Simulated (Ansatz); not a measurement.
**CH8ClNSi2: rotation by 120° about the N1–C2 bond**

Wanted: the energy profile along the rotation by 120° about the N1–C2 bond, from relaxed end points and a band of images. SMILES of the start: NC([SiH3])[SiH2]Cl.

All numbers below are computed with Ansatz 0.2.0 (RKS B3LYP/def2-SVP).

1 further run of the same task is left out (it didn't finish).

## 1. The structure to begin with

Bond lengths: N1–C2 1.437 Å, C2–Si3 1.855 Å, C2–Si4 1.932 Å, Si4–Cl5 2.007 Å, N1–H6 1.008 Å, N1–H7 1.014 Å, C2–H8 1.055 Å, Si3–H9 1.536 Å, Si3–H10 1.492 Å, Si3–H11 1.456 Å, Si4–H12 1.481 Å, Si4–H13 1.550 Å. Angles (14 of 21 angles, heavy atoms first): N1–C2–Si3 111.3°, N1–C2–Si4 112.8°, Si3–C2–Si4 104.9°, C2–Si4–Cl5 110.8°, N1–C2–H8 110.0°, Si3–C2–H8 109.0°, Si4–C2–H8 108.6°, C2–N1–H6 116.5°, C2–N1–H7 112.7°, C2–Si3–H9 110.2°, C2–Si3–H10 111.5°, C2–Si3–H11 110.2°, C2–Si4–H12 112.2°, C2–Si4–H13 105.3°.

Structure file:

```xyz
13

N    -1.0510    0.7412   -1.1144
C    -0.6468    0.1085    0.1105
Si    0.1288   -1.5456   -0.2106
Si    0.7006    1.1127    1.0637
Cl    2.1114    1.7849   -0.1949
H    -0.3189    0.9587   -1.7718
H    -1.7441    0.2033   -1.6233
H    -1.4816   -0.0197    0.7435
H     0.5381   -2.2053    1.1150
H     1.3529   -1.4206   -1.0543
H    -0.8181   -2.4227   -0.8844
H     1.2936    0.3360    2.1762
H    -0.0446    2.3339    1.6596
```

## 2. End point A

input.yaml

```yaml
crystal:
  periodic: [false, false, false]
  atoms:
    - { symbol: "N", position_ang: [-1.051, 0.7412, -1.1144] }
    - { symbol: C, position_ang: [-0.6468, 0.1085, 0.1105] }
    - { symbol: Si, position_ang: [0.1288, -1.5456, -0.2106] }
    - { symbol: Si, position_ang: [0.7006, 1.1127, 1.0637] }
    - { symbol: Cl, position_ang: [2.1114, 1.7849, -0.1949] }
    - { symbol: H, position_ang: [-0.3189, 0.9587, -1.7718] }
    - { symbol: H, position_ang: [-1.7441, 0.2033, -1.6233] }
    - { symbol: H, position_ang: [-1.4816, -0.0197, 0.7435] }
    - { symbol: H, position_ang: [0.5381, -2.2053, 1.115] }
    - { symbol: H, position_ang: [1.3529, -1.4206, -1.0543] }
    - { symbol: H, position_ang: [-0.8181, -2.4227, -0.8844] }
    - { symbol: H, position_ang: [1.2936, 0.336, 2.1762] }
    - { symbol: H, position_ang: [-0.0446, 2.3339, 1.6596] }
basis:
  gaussian: { orbitals: def2-SVP }
hamiltonian:
  xc: b3lyp
relax:
  f_tol: 0.015
  max_steps: 40
```

The run is started by

```bash
> ansatz run input.yaml --threads 2 --pin off --max-ram 3072MiB --backend cpu --events-out ev --progress --plain --runs-dir out
```

Log, cut to the lines that bear on the results:

```text
Warning: RAYON_NUM_THREADS=2 ignored (pool sized by the plan → 2); use --threads N
[...]
Functional definition: B3LYP
[...]
1286 factors; integrals over basis functions are off by at most 3.8e-4 eV
[...]
mean field -30926.54730511 eV, -1136.5296506961 hartree, gradient 4.0e-5 eV, S^2 0.000000; 0 other end points of the search recorded, 0 dependent functions left out
[...]
reference -30926.54759761 eV, -1136.5296614453 hartree; 33, 33 occupied and 89, 89 virtual orbitals, 1286 factors
relax step   1: F+E_penalty+E_count = -30926.54730511 eV  Δ(F+E_penalty+E_count) = +0.000e0 eV  max|allowed force component| = 2.708e0 eV/Å  Δτ_max = 0.0000 Å  (25 SCF iters, accepted)
[...]
relax step   3: F+E_penalty+E_count = -30926.94343299 eV  Δ(F+E_penalty+E_count) = -6.462e-2 eV  max|allowed force component| = 3.248e-1 eV/Å  Δτ_max = 0.0797 Å  (26 SCF iters, accepted)
[...]
relax step   5: F+E_penalty+E_count = -30926.95430155 eV  Δ(F+E_penalty+E_count) = +1.891e-3 eV  max|allowed force component| = 4.155e-1 eV/Å  Δτ_max = 0.1052 Å  (25 SCF iters, rejected (line search))
[...]
relax step   7: F+E_penalty+E_count = -30926.96385487 eV  Δ(F+E_penalty+E_count) = -2.365e-3 eV  max|allowed force component| = 2.575e-2 eV/Å  Δτ_max = 0.0683 Å  (24 SCF iters, accepted)
[...]
relax step   9: F+E_penalty+E_count = -30926.96439579 eV  Δ(F+E_penalty+E_count) = -2.503e-4 eV  max|allowed force component| = 2.044e-2 eV/Å  Δτ_max = 0.0328 Å  (25 SCF iters, accepted)
[...]
mean field -30926.96451162 eV, -1136.5449827527 hartree, gradient 2.3e-5 eV, S^2 0.000000; 1 other end points of the search recorded, 0 dependent functions left out
[...]
reference -30926.96480345 eV, -1136.5449934770 hartree; 33, 33 occupied and 89, 89 virtual orbitals, 1286 factors
Total energy: -30926.96480345 eV, -1136.5449934770 hartree
Atom 0 at    -1.040025     0.787373    -1.045353 Å, force    -0.002768    -0.004527    -0.000455 eV/Å
Atom 1 at    -0.537389     0.068641     0.143373 Å, force    -0.007515     0.008538    -0.009663 eV/Å
Atom 2 at     0.154876    -1.669880    -0.251100 Å, force     0.005630     0.003054     0.005195 eV/Å
Atom 3 at     0.603819     1.234880     1.096402 Å, force     0.006699    -0.012553    -0.006474 eV/Å
Atom 4 at     2.185302     1.778769    -0.162443 Å, force    -0.000830     0.000710    -0.001731 eV/Å
Atom 5 at    -0.278340     0.975664    -1.698634 Å, force    -0.002632    -0.001390     0.003294 eV/Å
Atom 6 at    -1.735031     0.236883    -1.551047 Å, force     0.004699     0.005759     0.000921 eV/Å
Atom 7 at    -1.381423    -0.073416     0.848894 Å, force     0.000556     0.000004     0.000521 eV/Å
Atom 8 at     0.571272    -2.416027     0.975686 Å, force     0.003085     0.000213    -0.003739 eV/Å
Atom 9 at     1.318951    -1.548887    -1.175743 Å, force    -0.001621    -0.006840     0.001414 eV/Å
Atom 10 at    -0.916598    -2.445466    -0.947999 Å, force     0.000140     0.001771     0.000733 eV/Å
Atom 11 at     1.181000     0.558566     2.290414 Å, force    -0.000751     0.001550     0.006259 eV/Å
Atom 12 at    -0.106114     2.478198     1.492351 Å, force    -0.004693     0.003712     0.003727 eV/Å
Dipole moment:    -0.288692    -0.215133     0.020971 e Å
```

It took 43 s on 2 threads of Arm Neoverse V1, shared host; peak memory 0.3 GiB.

Step by step:

| step | energy from step 1 (eV) | largest force component (eV/Å) |
| --- | --- | --- |
| 1 | 0.0000 | 2.7085 |
| 2 | -0.3315 | 0.7046 |
| 3 | -0.3961 | 0.3248 |
| 4 | -0.4089 | 0.1261 |
| 5x | -0.4070 | 0.4155 |
| 6 | -0.4142 | 0.0720 |
| 7 | -0.4166 | 0.0257 |
| 8 | -0.4168 | 0.0217 |
| 9 | -0.4171 | 0.0204 |
| 10 | -0.4172 | 0.0126 |

Step 1 is the start. 1 step was tried and not accepted (marked x).

After: Bond lengths: N1–C2 1.477 Å, C2–Si3 1.912 Å, C2–Si4 1.890 Å, Si4–Cl5 2.093 Å, N1–H6 1.021 Å, N1–H7 1.021 Å, C2–H8 1.109 Å, Si3–H9 1.495 Å, Si3–H10 1.492 Å, Si3–H11 1.495 Å, Si4–H12 1.489 Å, Si4–H13 1.485 Å. Angles (14 of 21 angles, heavy atoms first): N1–C2–Si3 113.5°, N1–C2–Si4 108.1°, Si3–C2–Si4 116.5°, C2–Si4–Cl5 108.3°, N1–C2–H8 108.4°, Si3–C2–H8 106.9°, Si4–C2–H8 102.6°, C2–N1–H6 110.5°, C2–N1–H7 111.6°, C2–Si3–H9 112.7°, C2–Si3–H10 109.7°, C2–Si3–H11 108.0°, C2–Si4–H12 111.0°, C2–Si4–H13 111.2°.

## 3. Relaxing end B

The second end starts from a geometry with the move made by hand.

input.yaml

```yaml
crystal:
  periodic: [false, false, false]
  atoms:
    - { symbol: "N", position_ang: [-1.051, 0.7412, -1.1144] }
    - { symbol: C, position_ang: [-0.6468, 0.1085, 0.1105] }
    - { symbol: Si, position_ang: [0.59316, 1.14196, 1.02438] }
    - { symbol: Si, position_ang: [-2.10919, -0.1261, 1.35101] }
    - { symbol: Cl, position_ang: [-3.24118, 1.52834, 1.43885] }
    - { symbol: H, position_ang: [-0.3189, 0.9587, -1.7718] }
    - { symbol: H, position_ang: [-1.7441, 0.2033, -1.6233] }
    - { symbol: H, position_ang: [-0.2237, -0.83667, -0.09358] }
    - { symbol: H, position_ang: [1.01819, 0.43647, 2.32114] }
    - { symbol: H, position_ang: [0.02913, 2.4729, 1.39364] }
    - { symbol: H, position_ang: [1.77935, 1.34583, 0.20505] }
    - { symbol: H, position_ang: [-1.64146, -0.53369, 2.69551] }
    - { symbol: H, position_ang: [-2.96658, -1.27398, 0.76023] }
basis:
  gaussian: { orbitals: def2-SVP }
hamiltonian:
  xc: b3lyp
relax:
  f_tol: 0.015
  max_steps: 40
output:
  orbitals: {}
```

The run is started by

```bash
> ansatz run input.yaml --threads 2 --pin off --max-ram 3072MiB --backend cpu --events-out ev --progress --plain --runs-dir out
```

Log, cut to the lines that bear on the results:

```text
Warning: RAYON_NUM_THREADS=2 ignored (pool sized by the plan → 2); use --threads N
[...]
[... 1 set-up line as earlier in the session ...]
[...]
1285 factors; integrals over basis functions are off by at most 3.9e-4 eV
[...]
mean field -30926.55137456 eV, -1136.5298002455 hartree, gradient 2.4e-5 eV, S^2 0.000000; 0 other end points of the search recorded, 0 dependent functions left out
[...]
reference -30926.55166774 eV, -1136.5298110197 hartree; 33, 33 occupied and 89, 89 virtual orbitals, 1285 factors
relax step   1: F+E_penalty+E_count = -30926.55137456 eV  Δ(F+E_penalty+E_count) = +0.000e0 eV  max|allowed force component| = 2.137e0 eV/Å  Δτ_max = 0.0000 Å  (26 SCF iters, accepted)
[...]
relax step   3: F+E_penalty+E_count = -30926.88002548 eV  Δ(F+E_penalty+E_count) = -5.313e-2 eV  max|allowed force component| = 3.056e-1 eV/Å  Δτ_max = 0.0705 Å  (24 SCF iters, accepted)
[...]
Atom 3 at    -2.187510    -0.194240     1.263201 Å, force    -0.010860    -0.003041    -0.009119 eV/Å
Atom 4 at    -3.069439     1.561836     1.958406 Å, force     0.007296    -0.001422     0.003168 eV/Å
Atom 5 at    -0.218763     0.750730    -1.722439 Å, force     0.003819    -0.003871     0.002376 eV/Å
Atom 6 at    -1.684622     0.032342    -1.598164 Å, force     0.004282    -0.000814    -0.001277 eV/Å
Atom 7 at    -0.153672    -0.886604     0.179150 Å, force    -0.002255     0.002622     0.000904 eV/Å
Atom 8 at     1.091825     0.705862     2.297148 Å, force    -0.005252     0.004408    -0.010289 eV/Å
Atom 9 at     0.031647     2.644115     1.257921 Å, force     0.004171    -0.012492    -0.002636 eV/Å
Atom 10 at     1.766738     1.426910     0.076941 Å, force    -0.005695    -0.000091     0.006247 eV/Å
Atom 11 at    -1.817185    -1.023555     2.442280 Å, force     0.001869     0.005424     0.001278 eV/Å
Atom 12 at    -3.206886    -0.906283     0.440061 Å, force     0.006619    -0.001755     0.003394 eV/Å
Dipole moment:     0.236292    -0.433499    -0.317632 e Å
```

It took 48 s on 2 threads of Arm Neoverse V1, shared host; peak memory 0.3 GiB.

Relaxation path:

| step | energy from step 1 (eV) | largest force component (eV/Å) |
| --- | --- | --- |
| 1 | 0.0000 | 2.1367 |
| 2 | -0.2755 | 0.8068 |
| 3 | -0.3286 | 0.3056 |
| 4 | -0.3415 | 0.1154 |
| 5 | -0.3539 | 0.1110 |
| 6 | -0.3608 | 0.2030 |
| 7 | -0.3673 | 0.1575 |
| 8 | -0.3708 | 0.0411 |
| 9 | -0.3717 | 0.0483 |
| 10 | -0.3721 | 0.0268 |
| 11 | -0.3722 | 0.0125 |

Step 1 is the start.

After: Bond lengths: N1–C2 1.467 Å, C2–Si3 1.908 Å, C2–Si4 1.891 Å, Si4–Cl5 2.084 Å, N1–H6 1.020 Å, N1–H7 1.021 Å, C2–H8 1.119 Å, Si3–H9 1.494 Å, Si3–H10 1.487 Å, Si3–H11 1.496 Å, Si4–H12 1.488 Å, Si4–H13 1.491 Å. Angles (14 of 21 angles, heavy atoms first): N1–C2–Si3 109.1°, N1–C2–Si4 110.7°, Si3–C2–Si4 113.5°, C2–Si4–Cl5 113.1°, N1–C2–H8 114.9°, Si3–C2–H8 105.5°, Si4–C2–H8 103.1°, C2–N1–H6 111.6°, C2–N1–H7 111.9°, C2–Si3–H9 109.6°, C2–Si3–H10 112.0°, C2–Si3–H11 107.5°, C2–Si4–H12 109.5°, C2–Si4–H13 108.8°.

## 4. Nudged elastic band

crystal.atoms is end A as relaxed above, and neb.final_atoms is end B, turned to lie on A. With 7 inner images the band has 9 in all.

input.yaml

```yaml
crystal:
  periodic: [false, false, false]
  atoms:
    - { symbol: "N", position_ang: [-1.040025, 0.787373, -1.045353] }
    - { symbol: C, position_ang: [-0.537389, 0.068641, 0.143373] }
    - { symbol: Si, position_ang: [0.154876, -1.66988, -0.2511] }
    - { symbol: Si, position_ang: [0.603819, 1.23488, 1.096402] }
    - { symbol: Cl, position_ang: [2.185302, 1.778769, -0.162443] }
    - { symbol: H, position_ang: [-0.27834, 0.975664, -1.698634] }
    - { symbol: H, position_ang: [-1.735031, 0.236883, -1.551047] }
    - { symbol: H, position_ang: [-1.381423, -0.073416, 0.848894] }
    - { symbol: H, position_ang: [0.571272, -2.416027, 0.975686] }
    - { symbol: H, position_ang: [1.318951, -1.548887, -1.175743] }
    - { symbol: H, position_ang: [-0.916598, -2.445466, -0.947999] }
    - { symbol: H, position_ang: [1.181, 0.558566, 2.290414] }
    - { symbol: H, position_ang: [-0.106114, 2.478198, 1.492351] }
basis:
  gaussian: { orbitals: def2-SVP }
hamiltonian:
  xc: b3lyp
neb:
  order_check: false
  images: 7
  f_tol: 0.05
  max_iterations: 57
  initial_path: idpp
  final_atoms:
    - { symbol: "N", position_ang: [-0.93959156, 0.64383869, -1.19164239] }
    - { symbol: C, position_ang: [-0.4959021, 0.02450489, 0.06179655] }
    - { symbol: Si, position_ang: [0.33233862, -1.6490246, -0.32943523] }
    - { symbol: Si, position_ang: [0.61442353, 1.20607368, 1.03502598] }
    - { symbol: Cl, position_ang: [2.5086722, 1.42914953, 0.1942104] }
    - { symbol: H, position_ang: [-1.59690668, 0.04695322, -1.69433983] }
    - { symbol: H, position_ang: [-1.41506603, 1.53238257, -1.03048607] }
    - { symbol: H, position_ang: [-1.31566105, -0.20962552, 0.78683095] }
    - { symbol: H, position_ang: [0.6798171, -2.34650785, 0.94471429] }
    - { symbol: H, position_ang: [1.54970297, -1.48677347, -1.16832859] }
    - { symbol: H, position_ang: [-0.66235933, -2.47934897, -1.07658543] }
    - { symbol: H, position_ang: [0.7822598, 0.69896637, 2.42419999] }
    - { symbol: H, position_ang: [-0.02142749, 2.55470946, 1.05884039] }
```

The run is started by

```bash
> ansatz run input.yaml --threads 2 --pin off --max-ram 3072MiB --backend cpu --events-out ev --progress --plain --runs-dir out
```

Log, cut to the lines that bear on the results:

```text
Warning: RAYON_NUM_THREADS=2 ignored (pool sized by the plan → 2); use --threads N
[...]
[... 1 set-up line as earlier in the session ...]
[...]
1289 factors; integrals over basis functions are off by at most 3.0e-4 eV
[...]
mean field -30926.96448684 eV, -1136.5449818418 hartree, gradient 3.4e-5 eV, S^2 0.000000; 0 other end points of the search recorded, 0 dependent functions left out
[...]
reference -30926.96478081 eV, -1136.5449926450 hartree; 33, 33 occupied and 89, 89 virtual orbitals, 1289 factors
1289 factors; integrals over basis functions are off by at most 6.7e-4 eV
[...]
mean field -30926.92348442 eV, -1136.5434750308 hartree, gradient 1.7e-5 eV, S^2 0.000000; 0 other end points of the search recorded, 0 dependent functions left out
[...]
reference -30926.92378072 eV, -1136.5434859197 hartree; 33, 33 occupied and 89, 89 virtual orbitals, 1289 factors
[...]
Atom 4 at     2.331645     1.616540     0.312126 Å, force     0.000165     0.000842    -0.001047 eV/Å
Atom 5 at    -0.768723     0.316078    -1.986207 Å, force     0.001803    -0.000218     0.001468 eV/Å
Atom 6 at    -1.983862     0.930761    -1.071936 Å, force     0.000926    -0.000090     0.002491 eV/Å
Atom 7 at    -1.353862    -0.340291     0.706378 Å, force     0.000233     0.000219    -0.000733 eV/Å
Atom 8 at     1.058610    -2.192826     0.814529 Å, force    -0.000312     0.000011     0.000287 eV/Å
Atom 9 at     1.433981    -1.303759    -1.427921 Å, force     0.000027     0.000012     0.000172 eV/Å
Atom 10 at    -0.573997    -2.563705    -0.954310 Å, force    -0.000163     0.000260    -0.000189 eV/Å
Atom 11 at     0.738207     0.613067     2.522831 Å, force    -0.001162    -0.000077     0.000126 eV/Å
Atom 12 at    -0.260187     2.488461     1.327036 Å, force    -0.000298    -0.000360    -0.000002 eV/Å
Dipole moment:    -0.562145    -0.256571    -0.043017 e Å
this run last wrote the band of iteration 15 to <dir>; this run last wrote the band within `neb.f_tol` of iteration 10 to <dir>
```

Run time: 6.6 min. Hardware: 2 threads of Arm Neoverse V1, shared host; peak memory 0.3 GiB.

## 5. What the band shows

The 7 inner images lie between the fixed ends 0 and 8. Energy is taken from image 0, and the path length is the program's own coordinate along the band.

| image | path (Å) | energy (eV) | dihedral H7–N1–C2–Si3 (°) | band force (eV/Å) |
| --- | --- | --- | --- | --- |
| 0 | 0.000 | 0.0000 | 55 | - |
| 1 | 0.465 | 0.0071 | 61 | 0.016 |
| 2 | 0.931 | 0.0405 | 77 | 0.033 |
| 3 | 1.397 | 0.0985 | 100 | 0.013 |
| 4* | 1.862 | 0.1280 | 123 | 0.006 |
| 5 | 2.211 | 0.1120 | 139 | 0.024 |
| 6 | 2.561 | 0.0772 | 155 | 0.026 |
| 7 | 2.910 | 0.0491 | 169 | 0.035 |
| 8 | 3.259 | 0.0410 | 178 | - |

The star marks the climbing image.

image, energy (eV) and a bar:
```
        0      0.000 
        1      0.007 ##
        2      0.041 #########
        3      0.099 #######################
        4      0.128 ##############################
        5      0.112 ##########################
        6      0.077 ##################
        7      0.049 ###########
        8      0.041 ##########
```

How the highest energy settled:

| iteration | highest image above image 0 (eV) | largest band force (eV/Å) |
| --- | --- | --- |
| 1 | 0.1900 | 0.709 |
| 3 | 0.1373 | 0.201 |
| 5 | 0.1328 | 0.068 |
| 7 | 0.1308 | 0.061 |
| 9 | 0.1293 | 0.044 |
| 11 | 0.1283 | 0.097 |
| 13 | 0.1281 | 0.121 |
| 15 | 0.1280 | 0.035 |

Positions of all images (Å):

```xyz
13
image=0 dE=0.0000
N    -1.040    0.787   -1.045
C    -0.537    0.069    0.143
Si    0.155   -1.670   -0.251
Si    0.604    1.235    1.096
Cl    2.185    1.779   -0.162
H    -0.278    0.976   -1.699
H    -1.735    0.237   -1.551
H    -1.381   -0.073    0.849
H     0.571   -2.416    0.976
H     1.319   -1.549   -1.176
H    -0.917   -2.445   -0.948
H     1.181    0.559    2.290
H    -0.106    2.478    1.492
13
image=1 dE=0.0071
N    -1.067    0.791   -1.032
C    -0.534    0.062    0.140
Si    0.209   -1.645   -0.303
Si    0.574    1.230    1.129
Cl    2.282    1.662   -0.002
H    -0.337    0.931   -1.731
H    -1.815    0.267   -1.487
H    -1.372   -0.123    0.841
H     0.795   -2.347    0.879
H     1.263   -1.467   -1.343
H    -0.876   -2.494   -0.883
H     1.019    0.586    2.397
H    -0.120    2.513    1.410
13
image=2 dE=0.0405
N    -1.064    0.798   -1.037
C    -0.521    0.052    0.123
Si    0.274   -1.623   -0.345
Si    0.549    1.225    1.154
Cl    2.349    1.597    0.156
H    -0.432    0.756   -1.836
H    -1.958    0.415   -1.342
H    -1.360   -0.179    0.808
H     0.932   -2.282    0.822
H     1.286   -1.395   -1.417
H    -0.780   -2.532   -0.890
H     0.888    0.610    2.469
H    -0.144    2.524    1.350
13
image=3 dE=0.0985
N    -1.023    0.796   -1.065
C    -0.510    0.035    0.102
Si    0.339   -1.609   -0.369
Si    0.516    1.216    1.170
Cl    2.351    1.601    0.246
H    -0.568    0.528   -1.936
H    -2.024    0.666   -1.190
H    -1.356   -0.255    0.756
H     1.005   -2.234    0.811
H     1.353   -1.347   -1.431
H    -0.676   -2.556   -0.921
H     0.812    0.617    2.505
H    -0.199    2.508    1.336
13
image=4 dE=0.1280
N    -0.979    0.774   -1.101
C    -0.507    0.014    0.081
Si    0.409   -1.592   -0.386
Si    0.475    1.205    1.178
Cl    2.332    1.617    0.312
H    -0.769    0.316   -1.986
H    -1.984    0.931   -1.072
H    -1.354   -0.340    0.706
H     1.059   -2.193    0.815
H     1.434   -1.304   -1.428
H    -0.574   -2.564   -0.954
H     0.738    0.613    2.523
H    -0.260    2.488    1.327
13
image=5 dE=0.1120
N    -0.961    0.744   -1.127
C    -0.508   -0.005    0.064
Si    0.471   -1.574   -0.402
Si    0.440    1.196    1.179
Cl    2.310    1.637    0.363
H    -0.962    0.183   -1.979
H    -1.908    1.099   -1.006
H    -1.347   -0.402    0.678
H     1.093   -2.169    0.815
H     1.516   -1.260   -1.415
H    -0.482   -2.558   -1.001
H     0.674    0.604    2.529
H    -0.315    2.471    1.316
13
image=6 dE=0.0772
N    -0.962    0.699   -1.152
C    -0.508   -0.024    0.048
Si    0.530   -1.553   -0.421
Si    0.410    1.187    1.176
Cl    2.290    1.665    0.406
H    -1.181    0.074   -1.927
H    -1.807    1.236   -0.963
H    -1.333   -0.449    0.669
H     1.116   -2.160    0.808
H     1.602   -1.207   -1.392
H    -0.388   -2.544   -1.065
H     0.617    0.590    2.526
H    -0.366    2.452    1.303
13
image=7 dE=0.0491
N    -0.987    0.640   -1.165
C    -0.505   -0.045    0.041
Si    0.582   -1.536   -0.444
Si    0.388    1.183    1.168
Cl    2.268    1.709    0.432
H    -1.401   -0.010   -1.834
H    -1.706    1.329   -0.943
H    -1.308   -0.482    0.685
H     1.117   -2.185    0.788
H     1.698   -1.139   -1.344
H    -0.289   -2.513   -1.167
H     0.580    0.583    2.518
H    -0.417    2.432    1.282
13
image=8 dE=0.0410
N    -1.054    0.627   -1.102
C    -0.493   -0.028    0.085
Si    0.469   -1.584   -0.458
Si    0.548    1.189    1.090
Cl    2.369    1.650    0.187
H    -1.676    0.003   -1.617
H    -1.602    1.452   -0.859
H    -1.250   -0.388    0.826
H     0.943   -2.327    0.748
H     1.623   -1.249   -1.335
H    -0.479   -2.456   -1.219
H     0.831    0.610    2.432
H    -0.210    2.465    1.236
```

[end of part 1 of 2]
